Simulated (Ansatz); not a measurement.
# CH8O2Si2: up Jacob's ladder to CCSD(T)

An exercise on one series of results from a longer session: the logs are not shown, and one member is left open.

Method: functionals in def2-TZVPP, the program's frozen cores in correlated methods; program: Ansatz 0.2.0, Gaussian basis.

Levels to be run: PBE-D4, r2SCAN-D4, PBE0-D4, B3LYP-D4, ωB97X-V, ωB97M-V, B2PLYP; CCSD(T)/def2-TZVPP; MP2/def2-QZVPP; extrapolation to the limit.

## The relaxed structure

An earlier PBE0-D4 in a triple-zeta def2 set relaxation fixed the geometry.

13 atoms, charge 0, spin multiplicity 1.

Atoms are counted from 1 here; the program's logs count them from 0.

Bond lengths: O1–C2 1.422 Å, O1–H6 0.960 Å, C2–Si3 1.881 Å, C2–H7 1.099 Å, C2–H8 1.100 Å, Si3–O4 1.634 Å, Si3–H9 1.486 Å, Si3–H10 1.486 Å, O4–Si5 1.639 Å, Si5–H11 1.484 Å, Si5–H12 1.485 Å, Si5–H13 1.486 Å. Angles: C2–O1–H6 109.3°, O1–C2–Si3 106.3°, O1–C2–H7 111.7°, O1–C2–H8 112.0°, Si3–C2–H7 109.3°, Si3–C2–H8 110.4°, H7–C2–H8 107.2°, C2–Si3–O4 109.0°, C2–Si3–H9 109.9°, C2–Si3–H10 109.5°, O4–Si3–H9 109.8°, O4–Si3–H10 108.9°, H9–Si3–H10 109.8°, Si3–O4–Si5 141.2°, O4–Si5–H11 111.1°, O4–Si5–H12 107.2°, O4–Si5–H13 110.6°, H11–Si5–H12 109.3° and more.

The first run:

in.yaml reads:

```yaml
crystal:
  periodic: [false, false, false]
  atoms:
    - {symbol: O, position_ang: [-1.649638, 0.249055, -0.470733]}
    - {symbol: C, position_ang: [-1.362573, -0.654817, 0.588565]}
    - {symbol: Si, position_ang: [0.354621, -1.341991, 0.245454]}
    - {symbol: O, position_ang: [1.399069, -0.098137, 0.064212]}
    - {symbol: Si, position_ang: [1.484924, 1.419103, -0.550713]}
    - {symbol: H, position_ang: [-2.474685, 0.703585, -0.285844]}
    - {symbol: H, position_ang: [-1.362715, -0.149240, 1.564676]}
    - {symbol: H, position_ang: [-2.097579, -1.470908, 0.644570]}
    - {symbol: H, position_ang: [0.332309, -2.164741, -0.991477]}
    - {symbol: H, position_ang: [0.793335, -2.175094, 1.394778]}
    - {symbol: H, position_ang: [1.034166, 1.448584, -1.964793]}
    - {symbol: H, position_ang: [2.906521, 1.841846, -0.479129]}
    - {symbol: H, position_ang: [0.662646, 2.357955, 0.255132]}
basis:
  gaussian: {orbitals: def2-TZVPP}
hamiltonian: {xc: pbe, dispersion: d4}
output: {forces: true, orbitals: {seedname: orbitals}}
```

Started as:

```bash
ansatz run in.yaml --threads 4 --pin off --events-out ev --progress --plain --max-ram 10444MiB
```

Among the steps run: PBE-D4 (GGA); r2SCAN-D4 (meta-GGA); PBE0-D4 (hybrid); B3LYP-D4 (hybrid); ωB97X-V (range-separated); ωB97M-V (range-separated); B2PLYP (double hybrid); CCSD(T) in def2-TZVPP; MP2 in def2-QZVPP.

One of the session's tables, all rows but one given; the rest of the session is left out.

It belongs to the step «Atomisation energies». 

```
            method  atomisation energy (kJ/mol)
            PBE-D4                       4578.5
         r2SCAN-D4                       4569.1
           PBE0-D4                            ?
          B3LYP-D4                       4566.5
           ωB97X-V                       4597.4
           ωB97M-V                       4587.0
            B2PLYP                       4519.3
     HF/def2-TZVPP                       3370.5
    MP2/def2-TZVPP                       4515.4
   CCSD/def2-TZVPP                       4413.0
CCSD(T)/def2-TZVPP                       4465.8
           MP2/CBS                       4641.8
       CCSD(T)/CBS                       4592.3
```

Q: Estimate the row for PBE0-D4 from the others.

**Answer.** atomisation energy (kJ/mol): 4520.3. In the column «atomisation energy (kJ/mol)» it lies between B2PLYP (4519.3) and B3LYP-D4 (4566.5).
